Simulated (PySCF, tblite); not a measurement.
# C8H12S: geometry, infrared bands and NMR shifts

What infrared bands and NMR shifts should C8H12S (`C=C(C=C(C)C)C(C)=S`) show?

The runs use tblite 0.8.0 and PySCF 2.14.0, with density-fitted response routines of our own; the level of theory stands in each step. All values are computed, except where a source is named. Atoms are numbered from 0 throughout.

### Step 1. Starting geometry

21 atoms, charge 0, multiplicity 1; geometry from: force field or distance geometry start.

Bonds of the start (Å): C0–C1 1.36, C1–C2 1.43, C2–C3 1.35, C3–C4 1.50, C3–C5 1.51, C1–C6 1.50, C6–C7 1.52, C6–S8 1.68, C0–H9 1.10, C0–H10 1.07, C2–H11 1.10, C4–H12 1.10, C4–H13 1.08, C4–H14 1.10, C5–H15 1.10, C5–H16 1.09, C5–H17 1.10, C7–H18 1.09, C7–H19 1.09, C7–H20 1.10.

### Step 2. Relaxing the molecule with GFN2-xTB

Job settings and geometry (Å):

```
{"job": {"kind": "relax", "xc": "GFN2-xTB", "basis": "xTB"}, "charge": 0, "multiplicity": 1}
C      1.136300    -1.689700     0.363300
C      0.645800    -0.744000    -0.478600
C     -0.732700    -0.350300    -0.496600
C     -1.462100     0.186800     0.502900
C     -2.916100     0.521200     0.321200
C     -0.938200     0.496600     1.881700
C      1.622300    -0.151800    -1.449200
C      2.793100     0.633400    -0.870200
S      1.489700    -0.307200    -3.120200
H      0.473800    -2.188300     1.080800
H      2.164300    -2.000500     0.347600
H     -1.226600    -0.493200    -1.466600
H     -3.081100     1.596500     0.476300
H     -3.529900    -0.028600     1.026800
H     -3.272300     0.281900    -0.690000
H     -1.173400     1.534800     2.160100
H     -1.393800    -0.158100     2.630300
H      0.150500     0.387200     1.965500
H      3.719400     0.085400    -1.039000
H      2.859000     1.614800    -1.342600
H      2.663100     0.790000     0.206400
```

On the command line:

```sh
$ OMP_NUM_THREADS=1 python probes_run.py task.json out
```

One launch serves the whole session: the jobs run in the order shown.

**Question.** This job is followed by: GFN2-xTB harmonic vibrations, gas phase; GIAO PBE0/pcSseg-1 NMR shielding, non-relativistic, gas phase. Predict these results of the whole session: strongest single infrared mode (GFN2-xTB); zero-point energy (GFN2-xTB); 13C shifts against TMS (PBE0/pcSseg-1); 1H shifts against TMS (PBE0/pcSseg-1, means over atoms taken as alike); 33S shifts against CS2 (PBE0/pcSseg-1).

As calculated:

| quantity | value |
| --- | --- |
| strongest single infrared mode (GFN2-xTB) | 1224 cm⁻¹, 65 km/mol |
| zero-point energy (GFN2-xTB) | 108.7 kcal/mol |
| 13C shifts against TMS (PBE0/pcSseg-1) | 259.6, 153.7, 142.5, 134.6, 126.1, 38.9, 29.0, 21.9 ppm |
| 1H shifts against TMS (PBE0/pcSseg-1, means over atoms taken as alike) | 6.50, 6.35, 5.82, 3.29, 1.93, 1.82 ppm |
| 33S shifts against CS2 (PBE0/pcSseg-1) | 1135 ppm |

What this shows: The optimisation took 136 steps and gained 0.353 eV; among the close pairs (by a distance rule), C6–S8 changed most, from 1.683 to 1.638 Å. All 57 modes are real, so the xTB geometry is a minimum. The strongest single mode, at 1224 cm⁻¹, moves mainly C6. GFN2-xTB is a fitted tight-binding method: band positions and strengths are rough. Its intensities can rank the bands wrongly. C6 (thiocarbonyl carbon) lies farthest downfield among carbon, at 259.6 ppm; the small n→π* gap of C=S deshields it strongly. The most deshielded hydrogen is H11 (hydrogen on an alkene CH), at 6.50 ppm: olefinic region. At PBE0/pcSseg-1: The widest tensor belongs to S8: span 2764 ppm, with a paramagnetic part of -1691 ppm.
